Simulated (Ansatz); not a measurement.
# MnSb4 (P4/mmm) in Ansatz: single point with PBE

Aim: the single point of MnSb4 with PBE.

Everything below comes from runs of Ansatz 0.2.0. Logs are shortened: lines on timing, memory, paths and dates and some standing lists are left out, and cuts for length are marked.

## (1) Starting point

It takes space group P4/mmm (No. 123, tetragonal). Conventional cell: a = 3.080 Å, b = 3.080 Å, c = 14.994 Å, α = 90.00°, β = 90.00°, γ = 90.00°. Sb (site symmetry 4mm) has 1 Mn at 2.70 Å and 4 Sb at 3.08 Å as nearest neighbours. Around Sb (site symmetry 4mm) lie 6 Sb at 3.02 to 3.29 Å. Around Mn (site symmetry 4/mmm) lie 2 Sb at 2.70 Å and 4 Mn at 3.08 Å.

The cell comes from a database or a generator and needn't be the stable form of this composition.

## (2) Single point, PBE, collinear spin, ferromagnetic start

input.yaml reads:

```yaml
crystal:
  lattice:
    - [3.0805, 0.0, 0.0]
    - [0.0, 3.0805, 0.0]
    - [0.0, 0.0, 14.994203]
  atoms:
    - { symbol: Sb, position: [0.0, 0.0, 0.819682] }
    - { symbol: Sb, position: [0.0, 0.0, 0.600551] }
    - { symbol: Sb, position: [0.0, 0.0, 0.399449] }
    - { symbol: Sb, position: [0.0, 0.0, 0.180318] }
    - { symbol: Mn, position: [0.0, 0.0, 0.0], spin: 5.5 }
hamiltonian:
  xc: pbe
  pseudopotentials: { kind: paw }
magnetization:
  spin_polarized: true
kpoints:
  mp_grid: { grid: [9, 9, 2] }
scf:
  occupations: { method: fermi_dirac, width: 0.05 }
output:
  forces: true
  stress: true
  eigenvalues: true
  write_density: true
  write_potential: true
  elf: true
  volumetric_format: npy
```

Potentials or basis: Ansatz PAW.

Run with:

```
> ansatz run input.yaml --threads 2 --pin off --max-ram 5120MiB --backend cpu --events-out ev --progress --plain --runs-dir out
```

The log of the run:

```text
Warning: where an SCF of this run starts from atoms to list the orders of its open shells, Mn (site 4, from 0) starts with 5.00 μB on its 3d shell, in the place of the 5.50 μB that the deck gives it: its open shells can hold no more by Hund's first rule. To start from spheres of the given moment, type scf.initial_density.shell_occupations: []
Warning: RAYON_NUM_THREADS=2 ignored (pool sized by the plan → 2); use --threads N
Engine: ansatz 0.2.0, aarch64-unknown-linux-gnu
Pseudopotentials: kind: paw
Pseudopotential: Sb, paw, valence charge 15, recommended cutoff 420 eV (normal), Sb.paw.azcp
Pseudopotential: Mn, paw, valence charge 15, recommended cutoff 420 eV (normal), Mn.paw.azcp
Functional definition: PBE
  parameter kappa = 0.804
  parameter beta = 0.06672455060314922
  exchange = pbe_x(kappa = kappa, mu = beta*pi^2/3)
  correlation = pbe_c(beta = beta)
Crystal: 5 atoms, lattice volume = 142.287 Å³
Basis set: ecut = 420 eV, 2787 PW (Γ), exchange–correlation on 48×48×216 points (8 copies of the dense FFT grid, shifted against one another)
Bands: 49, of which v1, the nominal top of the filled ones, is band 38 counted from 1 (37 counted from 0)
Symmetry: 16 space group operations
Space group: P4/mmm (ITA 123), of the structure as read, at distance tolerance 5.2e-5 Å
Magnetic group: BNS 123.339 (UNI 999), of the structure as read, at distance tolerance 5.2e-5 Å
k-points: 30 of 162
Non-local potential: Sb, projectors of the file, l = 0: 2, l = 1: 2, l = 2: 2, l = 3: 2
Non-local potential: Mn, projectors of the file, l = 0: 3, l = 1: 2, l = 2: 3, l = 3: 1
PAW form: soft (Blöchl's): semilocal exchange-correlation on the pseudo side does not see the compensation charge
PAW one-centre angular grid: Sb, 590 points (default); XC on 64 Gauss nodes
PAW one-centre angular grid: Mn, 590 points (default); XC on 64 Gauss nodes
Initial density: superposition of atomic densities (chi_scale 0.1, normalization cell, long waves 98 % of neutral atoms (reshape's long-wave potential 1.98 eV rms, cloud 2.78 Å wide))
Starting moments: Σ|m| = 5.5 μB on 1 of 5 sites
Initial wavefunctions: pseudopotential atomic-orbital guess
Functional: x = pbe(κ = 0.804, μ = 0.2195149727645171), c = pbe(β = 0.06672455060314922)
SCF iter   1: F=—  HF=-29835.876900 eV  |F-HF|=—  |Δ(HF+E_count)|=         —  Δρ=7.32e-2 (↑1.18e-2 ↓7.32e-2)  dr2=3.90e1  dr2_m=1.73e0  M=3.293 μB ∫|m|=3.637 μB  β_m=0.30  ethr=3.10e-3  ⟨swp⟩=9.9  Hψ=12638  notcnv=0  defer=4
Mixer restart at iter 1: flushing history
preconditioner: auto → Kerker (q_TF=auto, 2.452 Å⁻¹)  [metal: Δε(μ)=0.024 eV  Ē_g=7.602 eV  σ=0.050 eV  W_gap=0.12  n_scr=38 (ndim 8)  ℏωp=16.2 eV  f_vac=0.000  D(μ)=3.71/eV (n_scr^D=22)]
spin=Collinear: Kerker preconditioning applied to the charge; magnetization (m = ρ↑ − ρ↓) channel mixes plain (no charge-response kernel on spin).
SCF iter   2: F=—  HF=-29835.937159 eV  |F-HF|=—  |Δ(HF+E_count)|=   6.03e-2  Δρ=3.89e-2 (↑1.84e-2 ↓3.89e-2)  dr2=1.60e1  dr2_m=9.11e-1  M=3.441 μB ∫|m|=3.760 μB  β_m=0.45  ethr=3.10e-3  ⟨swp⟩=3.0  Hψ=6507  notcnv=0  defer=157
SCF iter   3: F=—  HF=-29835.362968 eV  |F-HF|=—  |Δ(HF+E_count)|=   5.74e-1  Δρ=1.32e-2 (↑5.34e-3 ↓1.32e-2)  dr2=5.42e0  dr2_m=4.87e-2  M=3.565 μB ∫|m|=3.855 μB  β_m=0.46  ethr=3.10e-3  ⟨swp⟩=2.8  Hψ=4086  notcnv=0  defer=154
SCF iter   4: F=—  HF=-29834.970645 eV  |F-HF|=—  |Δ(HF+E_count)|=   3.92e-1  Δρ=1.03e-2 (↑4.53e-3 ↓1.03e-2)  dr2=3.67e-1  dr2_m=6.03e-2  M=3.748 μB ∫|m|=4.034 μB  β_m=0.73  ethr=3.10e-3  ⟨swp⟩=2.7  Hψ=3877  notcnv=0  defer=156
SCF iter   5: F=—  HF=-29835.136941 eV  |F-HF|=—  |Δ(HF+E_count)|=   1.66e-1  Δρ=4.60e-3 (↑3.45e-3 ↓4.60e-3)  dr2=4.55e-2  dr2_m=1.84e-2  M=3.998 μB ∫|m|=4.288 μB  β_m=0.76  ethr=4.89e-4  ⟨swp⟩=2.6  Hψ=5202  notcnv=0  defer=167
SCF iter   6: F=—  HF=-29835.128262 eV  |F-HF|=—  |Δ(HF+E_count)|=   8.68e-3  Δρ=2.48e-3 (↑1.59e-3 ↓2.48e-3)  dr2=4.61e-2  dr2_m=6.14e-4  M=3.975 μB ∫|m|=4.273 μB  β_m=0.88  ethr=6.07e-5  ⟨swp⟩=2.3  Hψ=3954  notcnv=0  defer=167
SCF iter   7: F=—  HF=-29835.133496 eV  |F-HF|=—  |Δ(HF+E_count)|=   5.23e-3  Δρ=8.73e-4 (↑4.10e-4 ↓8.73e-4)  dr2=5.72e-3  dr2_m=1.35e-4  M=3.974 μB ∫|m|=4.275 μB  β_m=0.94  ethr=6.07e-5  ⟨swp⟩=2.0  Hψ=3975  notcnv=0  defer=165
SCF iter   8: F=—  HF=-29835.134146 eV  |F-HF|=—  |Δ(HF+E_count)|=   6.49e-4  Δρ=1.27e-4 (↑1.24e-4 ↓1.27e-4)  dr2=2.31e-4  dr2_m=7.23e-6  M=3.974 μB ∫|m|=4.276 μB  β_m=0.97  ethr=7.62e-6  ⟨swp⟩=2.0  Hψ=3544  notcnv=0  defer=166
SCF iter   9: F=—  HF=-29835.134180 eV  |F-HF|=—  |Δ(HF+E_count)|=   3.44e-5  Δρ=6.07e-5 (↑3.34e-5 ↓6.07e-5)  dr2=7.54e-5  dr2_m=1.08e-6  M=3.974 μB ∫|m|=4.276 μB  β_m=0.94  ethr=3.07e-7  ⟨swp⟩=2.5  Hψ=4083  notcnv=0  defer=167
SCF iter  10: F=—  HF=-29835.134194 eV  |F-HF|=—  |Δ(HF+E_count)|=   1.40e-5  Δρ=3.28e-5 (↑1.53e-5 ↓3.28e-5)  dr2=1.00e-5  dr2_m=1.65e-7  M=3.975 μB ∫|m|=4.276 μB  β_m=0.97  ethr=1.01e-7  ⟨swp⟩=1.0  Hψ=2940  notcnv=0  defer=167
SCF iter  11: F=—  HF=-29835.134194 eV  |F-HF|=—  |Δ(HF+E_count)|=   5.06e-7  Δρ=9.19e-6 (↑4.11e-6 ↓9.19e-6)  dr2=4.55e-7  dr2_m=2.04e-8  M=3.975 μB ∫|m|=4.277 μB  β_m=0.99  ethr=1.33e-8  ⟨swp⟩=1.7  Hψ=3019  notcnv=0  defer=167
SCF iter  12: F=—  HF=-29835.134195 eV  |F-HF|=—  |Δ(HF+E_count)|=   1.98e-7  Δρ=5.00e-6 (↑2.79e-6 ↓5.00e-6)  dr2=1.11e-7  dr2_m=2.97e-9  M=3.975 μB ∫|m|=4.277 μB  β_m=0.99  ethr=6.07e-10  ⟨swp⟩=2.0  Hψ=4286  notcnv=0  defer=167
SCF iter  13: F=—  HF=-29835.134195 eV  |F-HF|=—  |Δ(HF+E_count)|=   1.87e-8  Δρ=5.29e-6 (↑3.99e-6 ↓5.29e-6)  dr2=2.62e-7  dr2_m=1.21e-9  M=3.975 μB ∫|m|=4.277 μB  β_m=0.87  ethr=1.33e-10  ⟨swp⟩=16.4  Hψ=20054  notcnv=0
SCF iter  14: F=-29835.134195 eV  HF=-29835.134195 eV  |F-HF|=6.32e-9  |Δ(HF+E_count)|=   1.23e-8  Δρ=8.17e-7 (↑6.48e-7 ↓8.17e-7)  dr2=6.86e-9  dr2_m=3.89e-11  M=3.975 μB ∫|m|=4.277 μB  ethr=1.33e-10  ⟨swp⟩=6.0  Hψ=15112  notcnv=0
SCF 1 converged in 14 iterations: F = -29835.134195 eV  dr2 = 6.86e-9
SCF converged after 14 iterations
Magnetization: 3.9753 μB (39.4876 up, 35.5124 down)
Absolute magnetization: 4.2801 μB (∫|ρ↑−ρ↓|, with the PAW one-centre terms)
Spin contamination: 0.2739 ħ² per cell (⟨S²⟩ above its minimum at these occupations)
Per-site moments (μB) at R_I (Å): [(-0.031186641487830662, 1.115286437328525), (0.0028343302972795555, 1.2438377373287248), (0.002834330297280492, 1.2438377373287248), (-0.031186641487830406, 1.1152864373285252), (3.824335732388345, 1.115286437328525)]
Free energy (F): -29835.134195 eV
Harris-Foulkes:  -29835.134195 eV  (|F-HF|=6.32e-9)
Internal energy: -29835.107165 eV  (E = F + TS)
E sigma→0 (E₀):  -29835.120680 eV
Entropy (-TS):   -0.027030 eV (-5.406 meV/atom)
Fermi energy:    9.687302 eV
--- Per-component energies (eV) ---
  E_band       = -999.102993
  E_kinetic    = 1125.809789
  E_local      = -8979.518499  (includes V_loc(G=0)·N_el)
  E_nonlocal   = 1699.873684
  E_hartree    = 3982.885905
  E_xc         = -663.369186
  E_vxc        = -525.012285  (∫ρ·V_xc dr)
  E_paw        = -19607.552687  (= ΣΔE_a)
  E_vpaw       = -2286.031662  (= ΣTr[D̂ρ^β])
  E_aug_tail   = -0.000016  (compensation charges beyond the density's cutoff)
  E_ewald      = -7393.236155
  E_smearing   = -0.027030  (= −TS)
  E_closure    = 0.000000  (closes the sum)
  Σ components = -29835.134195   (vs F -29835.134195, Δ=0.00e0)
--- Forces (eV/Å), atoms counted from 1 ---
  atom   1  Sb     0.00000000     0.00000000    -0.02864272
  atom   2  Sb     0.00000000     0.00000000    -0.03576228
  atom   3  Sb     0.00000000     0.00000000     0.03576228
  atom   4  Sb     0.00000000     0.00000000     0.02864272
  atom   5  Mn    -0.00000000    -0.00000000     0.00000000
  max |Σ_I F_I| component: 4.31e-32 eV/Å
--- Stress (GPa, compression-positive) ---
        0.092824       0.000000       0.000000
        0.000000       0.092824       0.000000
        0.000000       0.000000      -1.352470
  P = ⅓ Tr σ = -0.3889 GPa (-3.889 kbar)
--- Band table (eV; the first three rows and the last of 60) ---
  k-point 0 ↑: bands = ["-71.4640", "-40.2679", "-40.2679", "-40.0840", "-19.5796", "-19.5750", "-19.5433", "-19.4409", "-19.4279", "-19.4279", "-19.3976", "-19.3976", "-19.3916", "-19.3891", "-19.3804", "-19.3804", "-19.2246", "-19.2216", "-19.1931", "-19.1931", "-19.1537", "-19.1537", "-19.1535", "-19.1535", "-2.6052", "-1.8971", "-1.6245", "-0.7917", "3.9978", "5.8311", "6.0203", "6.5391", "6.8951", "7.4952", "7.4952", "7.8809", "10.4153", "11.4640", "13.2459", "13.2459", "13.9494", "13.9494", "14.1339", "14.1339", "14.8053", "14.8053", "16.4153", "17.0421", "17.6225"]
  k-point 1 ↑: bands = ["-71.4640", "-40.2679", "-40.2679", "-40.0840", "-19.5796", "-19.5750", "-19.5433", "-19.4409", "-19.4279", "-19.4279", "-19.3976", "-19.3976", "-19.3916", "-19.3891", "-19.3804", "-19.3804", "-19.2239", "-19.2223", "-19.1931", "-19.1931", "-19.1537", "-19.1537", "-19.1535", "-19.1535", "-2.5963", "-1.9801", "-1.5004", "-0.8517", "4.5096", "4.6355", "6.4895", "6.5391", "7.4952", "7.4952", "7.6467", "7.8809", "9.1175", "12.8198", "13.2643", "13.2643", "13.8105", "13.8105", "14.3285", "14.3285", "14.7273", "14.7273", "15.0856", "17.0402", "17.6340"]
  k-point 2 ↑: bands = ["-71.4637", "-40.2723", "-40.2676", "-40.0836", "-19.5671", "-19.5609", "-19.5354", "-19.4347", "-19.4343", "-19.4274", "-19.4035", "-19.3972", "-19.3971", "-19.3946", "-19.3662", "-19.3661", "-19.2181", "-19.2152", "-19.1987", "-19.1987", "-19.1600", "-19.1599", "-19.1532", "-19.1530", "-2.4226", "-1.7142", "-1.4423", "-0.6085", "4.1800", "6.0091", "6.1671", "6.6009", "6.9606", "7.4296", "7.5039", "7.8315", "10.6002", "11.3109", "11.6256", "12.0663", "12.3151", "13.0079", "13.4271", "14.1313", "14.3196", "14.9907", "16.6211", "17.4898", "17.9370"]
  k-point 29 ↓: bands = ["-67.3506", "-36.2474", "-36.1714", "-36.1714", "-19.4955", "-19.4913", "-19.4765", "-19.4764", "-19.4538", "-19.4406", "-19.4405", "-19.3452", "-19.3252", "-19.3230", "-19.2990", "-19.2990", "-19.2121", "-19.2119", "-19.2119", "-19.2118", "-19.1428", "-19.1413", "-19.1296", "-19.1296", "2.2289", "2.8769", "3.3921", "4.1656", "6.3909", "6.5288", "6.9101", "7.0412", "7.1574", "7.3248", "7.8072", "7.9688", "8.6810", "9.0364", "9.4259", "10.7016", "10.7644", "11.8817", "12.0883", "12.1234", "12.4250", "13.1155", "13.4742", "13.5166", "13.8320"]
```

Wall time 20 s (2 threads of Arm Neoverse V2, shared host); peak memory 0.63 GiB.

Results:

```
Free energy            : -29835.1342 eV
Pressure               : -0.4 GPa
Largest force          : 0.036 eV/Å
Band gap on the k mesh : none (metal or under the smearing width)
Net moment             : 3.98 μB per cell
Absolute moment        : 4.28 μB per cell
Site moments           : Sb -0.03, +0.00; Mn +3.82 μB
```

Forces on the atoms (eV/Å):
```
Sb   0.000  0.000 -0.029
Sb   0.000  0.000 -0.036
Sb   0.000  0.000  0.036
Sb   0.000  0.000  0.029
Mn   0.000  0.000  0.000
```

Caveat: a cell with one magnetic atom can't hold antiferromagnetic order, which such compounds often take. Spin-orbit coupling is left out, which matters for the levels of Sb.
